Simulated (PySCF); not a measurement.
# A diatomic session: KF

What are the lowest state that PBE0 finds, the bond length, vibrational wavenumber and bond energy of KF, and how much do these hang on the method?

Method: K def2-SVPD, F def2-SVPD, no relativity; program: PySCF 2.14.0.

## (1) The job

A driver script around PySCF takes these settings:

```
atoms                         : K, F
charge                        : 0
basis                         : K def2-SVPD, F def2-SVPD
Hamiltonian                   : no relativity
basis functions               : 50
electrons treated             : 28
masses in u                   : 38.9637, 18.9984
levels                        : PBE0, PBE, r²SCAN, M06, B2PLYP, MN15, CAM-B3LYP, HF, MP2, SCS-MP2, CCSD, CCSD(T)
grid                          : 80 radial by 434 angular points
occupations                   : held fixed by the projection of orbital angular momentum
dissociation limit            : K + F, each in its ground configuration
starting distance in angstrom : 2.560
values of 2S to try           : 0, 2
```

Started as:

```bash
$ OMP_NUM_THREADS=1 python dia.py task.json out
```

The runs that follow: First curve: PBE0; Other states along the same grid; PBE (GGA); r²SCAN (meta-GGA); M06; B2PLYP (double hybrid); MN15; CAM-B3LYP; RHF; Correlated methods on the Hartree–Fock reference.

What does the calculation give? Wanted: for each run, Re; ωe; De; μ.

The runs gave:

Lowest PBE0 solution found, without spin–orbit coupling: ¹Σ⁺ (singlet), closed shell. The other levels ran on it alone.

| level | Re (Å) | ωe (cm⁻¹) | De (eV) | μ (D) |
| --- | --- | --- | --- | --- |
| RHF | 2.244 | 417 | 3.21 | -9.44 |
| RHF-MP2 | 2.253 | 406 | 5.27 | n/a |
| RHF-SCS-MP2 | 2.255 | 406 | 5.11 | n/a |
| RHF-CCSD | 2.245 | 413 | 4.90 | n/a |
| RHF-CCSD(T) | 2.249 | 410 | 4.98 | n/a |
| PBE | 2.233 | 405 | 5.19 | -8.88 |
| r²SCAN | 2.229 | 414 | 5.08 | -9.08 |
| PBE0 | 2.218 | 420 | 4.92 | -9.02 |
| M06 | 2.220 | 424 | 5.49 | -9.03 |
| MN15 | 2.211 | 424 | 5.16 | -9.10 |
| CAM-B3LYP | 2.220 | 422 | 5.14 | -9.10 |
| B2PLYP | 2.238 | 411 | 5.07 | -9.27 |

De is counted to K + F in their ground configurations. A positive dipole means K(−)F(+).

Differences from CCSD(T) in the same basis:

| level | Re (mÅ) | ωe (%) |
| --- | --- | --- |
| RHF | -4 | +1.8 |
| RHF-MP2 | +4 | -1.0 |
| RHF-SCS-MP2 | +6 | -1.0 |
| RHF-CCSD | -3 | +0.8 |
| PBE | -16 | -1.2 |
| r²SCAN | -19 | +1.1 |
| PBE0 | -31 | +2.4 |
| M06 | -29 | +3.4 |
| MN15 | -38 | +3.5 |
| CAM-B3LYP | -29 | +2.9 |
| B2PLYP | -11 | +0.2 |

What this shows: Judged by CCSD(T) in the same basis: best bond length RHF-CCSD (-3 mÅ), worst MN15 (-38 mÅ); best wavenumber B2PLYP (+0.2 %), worst MN15 (+3.5 %). Hartree–Fock falls on the short and stiff side, its usual fault. CCSD(T) in a basis this small is itself some way from its limit, more so than the functionals. Among the levels with a De in the table, it runs from 3.21 eV (RHF) to 5.49 eV (M06).

Correlated steps freeze 6 core orbitals. B2PLYP dipoles, levels and charges come from its SCF part alone.
